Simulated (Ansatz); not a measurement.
# KSr3 and its free atoms: a cohesive energy from free atoms

Program: the Ansatz DFT code, driven from Python.

Script `cohesive_ksr3.py`:
```python
"""Binding of KSr3 against spin-polarised atoms in a box."""

from collections import Counter
from dataclasses import dataclass
import warnings

import ansatz as az
from ase import Atoms


@dataclass
class Options:
    xc: str = "r2scan"
    kspacing: float = 0.15
    filling: str = "fermi_dirac"
    sigma: float = 0.02


cfg = Options()


def counts(outcome):
    return Counter(site.symbol for site in outcome.lattice.sites)

UNPAIRED = {"K": 1, "Sr": 0}  # unpaired electrons of the free atoms


def run_phase(name, crystal):
    calc = (
        crystal.calculation()
        .basis(21 * az.Ha)
        .functional(cfg.xc)
        .kpoints(spacing=cfg.kspacing)  # sampling of the Brillouin zone
        .occupations(cfg.filling, width=cfg.sigma)
    )
    if name.endswith(" atom"):
        calc = calc.kpoints(1, 1, 1).occupations("fermi_dirac", width=0.01)
        if UNPAIRED[name.split()[0]]:
            calc = calc.spin("collinear")
        return calc.run()
    calc = calc.relax(force_tolerance=0.02, cell=True)
    return calc.run()


def main() -> None:
    warnings.simplefilter("ignore", az.DeckWarning)

    phases = {}
    atoms = Atoms(
        ["K", "Sr", "Sr", "Sr"],
        scaled_positions=[
            [0.0, 0.0, 0.0],
            [0.25, 0.25, 0.25],
            [0.75, 0.75, 0.75],
            [0.5, 0.5, 0.5],
        ],
        cell=[
            [0.0, 4.895331, 4.895331],
            [4.895331, 0.0, 4.895331],
            [4.895331, 4.895331, 0.0],
        ],
        pbc=True,
    )
    ksr3 = az.Crystal.from_ase(atoms)
    phases["KSr3"] = ksr3
    # free atoms: a low-symmetry box, moments by the rule of Hund
    for element, moment in UNPAIRED.items():
        phases[f"{element} atom"] = az.Lattice.orthorhombic(10.0, 10.5, 11.0).atom(element, (0.5, 0.5, 0.5), moment=moment or None)

    done = {}
    for name, crystal in phases.items():
        done[name] = run_phase(name, crystal)
        print(f"{name}: {done[name].report['energy_sigma0_ev']:.4f} eV, {len(done[name].lattice.sites)} atoms")

    for element in UNPAIRED:
        atom = done[f"{element} atom"].report
        print(f"{element} atom: {atom['energy_sigma0_ev']:.4f} eV, moment {atom['magnetization_mub']:.2f} muB")
    solid = done["KSr3"]
    n = counts(solid)
    binding = (sum(k * done[f"{e} atom"].report["energy_sigma0_ev"] for e, k in n.items()) - solid.report["energy_sigma0_ev"]) / sum(n.values())
    print(f"cohesive energy {binding:.3f} eV/atom = {96.4853 * binding:.0f} kJ/mol of atoms (no zero-point energy)")


if __name__ == "__main__":
    main()
```

Running `python cohesive_ksr3.py` prints:
```text
KSr3: -12207.3765 eV, 4 atoms
K atom: -1541.6931 eV, 1 atoms
Sr atom: -3553.3682 eV, 1 atoms
K atom: -1541.6931 eV, moment 1.00 muB
Sr atom: -3553.3682 eV, moment 0.00 muB
cohesive energy 1.395 eV/atom = 135 kJ/mol of atoms (no zero-point energy)
```

Reading the output:
- Absolute energies stand on the zero of these potentials, so only differences at equal settings mean something.
- The magnetic order follows from the starting moments and needn't be the lowest.
- For the metals among these phases the mesh is modest: differences between phases can be off by up to 40 meV an atom.
- r2SCAN tends to overestimate the moments of itinerant magnets.
- The cells come from databases of deposited and of computed structures, and not all need be stable phases.
- Free atoms in a box carry small image and symmetry errors, and spin-orbit coupling is left out.
- Wall time of the script: 16 min on 1 thread of Arm Neoverse V2, with other jobs on the host, peak memory 2.5 GiB.
